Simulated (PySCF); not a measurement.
# From one method to the next for K2

Starting from one script, swap the method and compare what comes out for K2.

Program: PySCF 2.14.0. Level of theory: method and basis as typed in the scripts. These are calculated values, not measurements.

## 1. Starting geometry

K2: 2 atoms, charge 0, spin multiplicity 1.

Bond lengths: K1–K2 3.890 Å.

## 2. Base script

Input file input.py:

```python
from pyscf import gto, scf, cc

mol = gto.M(
    atom='K 0 0 0; K 0 0 3.89',
    basis='x2c-svpall',
    charge=0,
    spin=0,
    verbose=4,
)
mf = scf.RHF(mol)
mf = mf.sfx2c1e()
mf = mf.density_fit(auxbasis='def2-universal-jkfit')
mf.kernel()
mycc = cc.CCSD(mf, frozen=10)
mycc.kernel()
mf.dip_moment()
print('orbital energies (hartree):', mf.mo_energy[..., max(0, mol.nelec[1]-3):mol.nelec[0]+3].round(4))
```

Command:

```console
$ OMP_NUM_THREADS=1 python input.py
```

The log of this run is left out.

Base result: E(SCF) = -1202.718913 Eh, 7 cycles, E(CCSD) − E(SCF) = -0.12440 Eh, μ = 0.00 D (of the SCF density).

The bond length is a typed value, not an optimised one.

## 3. NEVPT2

Edit 1 changes step after the SCF: ccsd → nevpt2; active space: none → 2 electrons in 4 orbitals.

Input file input.py:

```python
from pyscf import gto, scf, mcscf, mrpt

mol = gto.M(
    atom='K 0 0 0; K 0 0 3.89',
    basis='x2c-svpall',
    charge=0,
    spin=0,
    verbose=4,
)
mf = scf.RHF(mol)
mf = mf.sfx2c1e()
mf = mf.density_fit(auxbasis='def2-universal-jkfit')
mf.kernel()
mc = mcscf.CASSCF(mf, 4, 2)
mc.kernel()
mc.analyze()
mrpt.NEVPT(mc).kernel()
mf.dip_moment()
print('orbital energies (hartree):', mf.mo_energy[..., max(0, mol.nelec[1]-3):mol.nelec[0]+3].round(4))
```

Command:

```console
$ OMP_NUM_THREADS=1 python input.py
```

## 4. MP2

Edit 2 changes step after the SCF: ccsd → mp2; frozen orbitals: 10 → none.

input.py, as its differences from that of step 2:

```diff
@@ -1,2 +1,2 @@
-from pyscf import gto, scf, cc
+from pyscf import gto, scf, mp
 
@@ -13,4 +13,3 @@
 mf.kernel()
-mycc = cc.CCSD(mf, frozen=10)
-mycc.kernel()
+mp.MP2(mf).kernel()
 mf.dip_moment()
```

## 5. Frozen orbitals 11

Edit 3 changes frozen orbitals: 10 → 11.

input.py, as its differences from that of step 2:

```diff
@@ -13,3 +13,3 @@
 mf.kernel()
-mycc = cc.CCSD(mf, frozen=10)
+mycc = cc.CCSD(mf, frozen=11)
 mycc.kernel()
```

What does the calculation give? Wanted: for each run, E(SCF); from base; gap; after the SCF.

The runs gave:

```
               run  E(SCF) (hartree)  from base (eV)  cycles  gap (eV)                                                                 after the SCF
              base      -1202.718913               0       7      3.61                                       CCSD correlation -3.385 eV, core frozen
            NEVPT2      -1202.718913          0.0000       7      3.61  NEVPT2 correlation -3.105 eV (from the SCF energy, the CASSCF gain included)
               MP2      -1202.718913          0.0000       7      3.61                                                     MP2 correlation -2.999 eV
frozen orbitals 11      -1202.718913          0.0000       7      3.61                                       CCSD correlation -3.321 eV, core frozen
```

What this shows: Total energies from different bases, Hamiltonians or methods carry different errors, so properties are taken as differences within one set-up.
